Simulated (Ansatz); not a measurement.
# BF3H3P: the cost of one run

Computed with Ansatz 0.2.0 (the levels named in each step, unless a step's input says otherwise).

**1. The system as given**

Bond lengths: B1–P2 1.870 Å, P2–F3 1.584 Å, P2–F4 1.586 Å, P2–F5 1.586 Å, B1–H6 1.192 Å, B1–H7 1.170 Å, B1–H8 1.182 Å. Angles: B1–P2–F3 121.9°, B1–P2–F4 121.1°, B1–P2–F5 122.8°, F3–P2–F4 94.7°, F3–P2–F5 94.6°, F4–P2–F5 94.7°, P2–B1–H6 104.4°, P2–B1–H7 105.5°, P2–B1–H8 104.2°, H6–B1–H7 113.8°, H6–B1–H8 113.2°, H7–B1–H8 114.3°.

Structure file:

```xyz
8

B     2.0551   -0.2909    0.0499
P     0.2032   -0.0333    0.0100
F    -0.7336   -0.8470   -0.9741
F    -0.4187    1.3790   -0.3570
F    -0.7222   -0.2556    1.2790
H     2.1883   -1.4397    0.3382
H     2.4556    0.4501    0.8621
H     2.4058   -0.0425   -1.0509
```

**2. A rough first relaxation, PBE-D4/def2-SVP**

This run stands in another session on the same molecule. It ended at:

```xyz
8

B     2.0176   -0.2944    0.0465
P     0.1932   -0.0273    0.0041
F    -0.6622   -0.9001   -1.0162
F    -0.3380    1.4262   -0.3691
F    -0.6340   -0.2839    1.3400
H     2.1138   -1.4768    0.3506
H     2.3915    0.4986    0.9015
H     2.3515   -0.0221   -1.1003
```

**3. Relaxation, PBE0-D4/def2-TZVPP**

Contents of input.yaml:

```yaml
crystal:
  periodic: [false, false, false]
  atoms:
    - { symbol: B, position_ang: [2.0176227, -0.2944265, 0.04652825] }
    - { symbol: P, position_ang: [0.1932444, -0.02734408, 0.00412976] }
    - { symbol: F, position_ang: [-0.66215652, -0.90007042, -1.01617827] }
    - { symbol: F, position_ang: [-0.33802303, 1.426211, -0.36911474] }
    - { symbol: F, position_ang: [-0.63397598, -0.28391155, 1.34002478] }
    - { symbol: H, position_ang: [2.11379639, -1.47681996, 0.35056719] }
    - { symbol: H, position_ang: [2.39151, 0.49861734, 0.90147734] }
    - { symbol: H, position_ang: [2.35151203, -0.02212583, -1.10025431] }
basis:
  gaussian: { orbitals: def2-TZVPP }
hamiltonian:
  xc: pbe0
  dispersion: d4
relax:
  f_tol: 0.002
  max_steps: 150
```

Started as:

```bash
ansatz run input.yaml --threads 4 --pin off --max-ram 10240MiB --backend cpu --events-out ev --progress --plain --runs-dir out
```

**Question.** How long does this run take on 4 threads of Intel Xeon at 2.50GHz (Skylake/Cascade Lake), shared host, and how much memory does it need?

About 64 s, with a peak of 0.51 GiB.
